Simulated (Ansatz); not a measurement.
I need a relaxed scan of one distance of F2GeH2, SMILES [F][GeH2][F]. Use Ansatz's Python interface. Settings (for the species named): B3LYP, def2-SVP basis, multiplicity 1, D3BJ dispersion.

```tsv
atom	x (Å)	y (Å)	z (Å)
F	-0.5733	0.2203	1.6017
Ge	0.0280	-0.0341	-0.0137
F	-1.0250	0.7401	-1.2278
H	0.1540	-1.5472	-0.2806
H	1.4661	0.5472	-0.1209
```

`run_relaxed_scan.py`:
```python
"""Relaxed scan of one distance in F2GeH2."""

import ansatz as az
import numpy as np

BASIS_SET = "def2-SVP"
FUNCTIONAL = "B3LYP"
DISPERSION = "d3bj"


def main() -> None:
    geometry_ang = [
        ("F", [-0.5733, 0.2203, 1.6017]),
        ("Ge", [0.028, -0.0341, -0.0137]),
        ("F", [-1.025, 0.7401, -1.2278]),
        ("H", [0.154, -1.5472, -0.2806]),
        ("H", [1.4661, 0.5472, -0.1209]),
    ]
    geometry = az.Crystal.molecule()
    for symbol, xyz in geometry_ang:
        geometry = geometry.atom(symbol, xyz)

    job = (
        geometry.calculation()
        .basis(gaussian=BASIS_SET)
        .functional(FUNCTIONAL, dispersion=DISPERSION)
        .scf(lower_state_search="light")
    )
    symbols = [site.symbol for site in geometry.cartesian_sites]
    pairs = [(0, 1), (1, 2), (1, 3), (1, 4)]
    print("held (A)   E (eV)        ", "  ".join(f"{symbols[i]}{i}-{symbols[j]}{j}" for i, j in pairs))
    for length in [1.64, 1.78, 1.93, 2.14, 2.41]:
        summary = job.relax(constraints=[az.DistanceConstraint((1, 2), at=length)], force_tolerance=0.02, max_steps=60).run(threads=1).report
        xyz = np.array(summary["positions_ang"])
        print(f"{length:6.2f} {summary['free_energy_ev']:14.5f}  ", "  ".join(f"{np.linalg.norm(xyz[i] - xyz[j]):.3f}" for i, j in pairs))


if __name__ == "__main__":
    main()
```

```console
$ python run_relaxed_scan.py
held (A)   E (eV)         F0-Ge1  Ge1-F2  Ge1-H3  Ge1-H4
DeckWarning: relax.constraints: the input's atoms, or those drawn, lie off the distances that are held; a relaxation that starts there is brought onto them ahead of its first SCF, by positions alone, an atom by 7.19e-2 Å at the most. With the symmetry detection on, the symmetry is detected on the input's atoms as so [...]
  1.64   -61975.96274   1.739  1.640  1.534  1.534
  1.78   -61976.09650   1.735  1.780  1.531  1.531
  1.93   -61975.72284   1.731  1.930  1.529  1.529
  2.14   -61974.85866   1.727  2.140  1.528  1.528
  2.41   -61973.68514   1.724  2.410  1.527  1.527
```
(Warnings from the package without file and line, shortened, repeats left out.)

Reading the output:
- These settings explore the input space; basis and method may be short of convergence.
- The energies are electronic: no zero-point or thermal terms, and the basis set is short of its limit.
- b3lyp holds the VWN-RPA fit, as in Gaussian; the form of ORCA and Turbomole is b3lyp5.
- The whole script took 41 s on 1 thread of INTEL(R) XEON(R) PLATINUM 8581C CPU @ 2.10GHz (Emerald Rapids), with other jobs on the host, peak memory 0.22 GiB.
